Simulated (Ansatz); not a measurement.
# SiGeH+ (triplet): wave-function methods side by side, cc-pVTZ

The task here is to estimate one member of a computed series from the others.

Program: Ansatz 0.2.0, Gaussian basis. Level of theory: cc-pVTZ, core rule «outside noble gas», up to 19 orbitals frozen. These are calculated values, not measurements.

Plan: UHF; CCSD(T) on ROHF; CCSD(T) on UHF; BCCD(T) on ROHF; CCSDT(Q) on ROHF; CCSDT(Q) on UHF; CASSCF and MRCISD+Q, 8 electrons in 9 orbitals; CASSCF and NEVPT2, 8 electrons in 9 orbitals.

3 further runs of the same task are left out: 3 set aside as unsound or not needed.

## What is computed

The geometry is a PBE0/def2-TZVP stationary point (not a proven minimum) of the parent state, kept for this charge and spin. No spin-orbit coupling is included. The filled d shell of Ge may be among the frozen orbitals whatever the setting's name suggests; the logs give the count.

3 atoms, charge 1, spin multiplicity 3.

Atoms are counted from 1 here; the program's logs count them from 0.

Bond lengths: Si1–Ge2 2.190 Å, Si1–H3 1.495 Å. Angles: Ge2–Si1–H3 180.0°.

Set-up of the first run:

Contents of in.yaml:

```yaml
crystal:
  periodic: [false, false, false]
  atoms:
    - {symbol: Si, position_ang: [0.000000, 0.000000, 0.231514]}
    - {symbol: Ge, position_ang: [0.000000, 0.000000, -1.958437]}
    - {symbol: H, position_ang: [0.000000, 0.000000, 1.726924]}
basis:
  gaussian: {orbitals: cc-pVTZ}
total_charge: 1
magnetization: {spin_polarized: true, initial_magnetization: 2}
hamiltonian: {xc: hf}
output: {orbitals: {seedname: orbitals}}
```

Launch:

```console
$ ansatz run in.yaml --threads 1 --pin off --events-out ev --progress --plain --max-ram 4096MiB --backend cpu
```

Steps of the session up to this table: UHF; CCSD(T) on ROHF; CCSD(T) on UHF; BCCD(T) on ROHF; CCSDT(Q) on ROHF; CCSDT(Q) on UHF; CASSCF and MRCISD+Q, 8 electrons in 9 orbitals; CASSCF and NEVPT2, 8 electrons in 9 orbitals.

One of the session's tables, all rows but one given; the rest of the session is left out.

It belongs to the step «Misses and costs». 

| method | from UCCSDT(Q) (kJ/mol) |
| --- | --- |
| ROHF | +505.6 |
| UHF | +491.8 |
| RMP2 | +106.8 |
| UMP2 | +110.7 |
| RCCSD | +29.7 |
| UCCSD | +29.1 |
| RCCSD(T) | +6.0 |
| UCCSD(T) | +6.0 |
| BCCD(T) | +6.1 |
| RCCSDT | +1.8 |
| UCCSDT | ? |
| RCCSDT(Q) | +0.3 |
| UCCSDT(Q) | 0 |
| CASSCF valence | +320.4 |
| NEVPT2 valence | +77.2 |
| MRCISD valence | +23.3 |
| MRCISD+Q valence | +2.3 |

**Question.** Estimate the row for UCCSDT.

As computed: from UCCSDT(Q) (kJ/mol): +1.5. In the column «from UCCSDT(Q) (kJ/mol)» it lies between RCCSDT(Q) (+0.3) and RCCSDT (+1.8).

Limits of these values: Restricted and unrestricted rows rest on different reference determinants; where their highest levels disagree by more than a few hundredths of an eV, they describe different states and don't form one ladder.
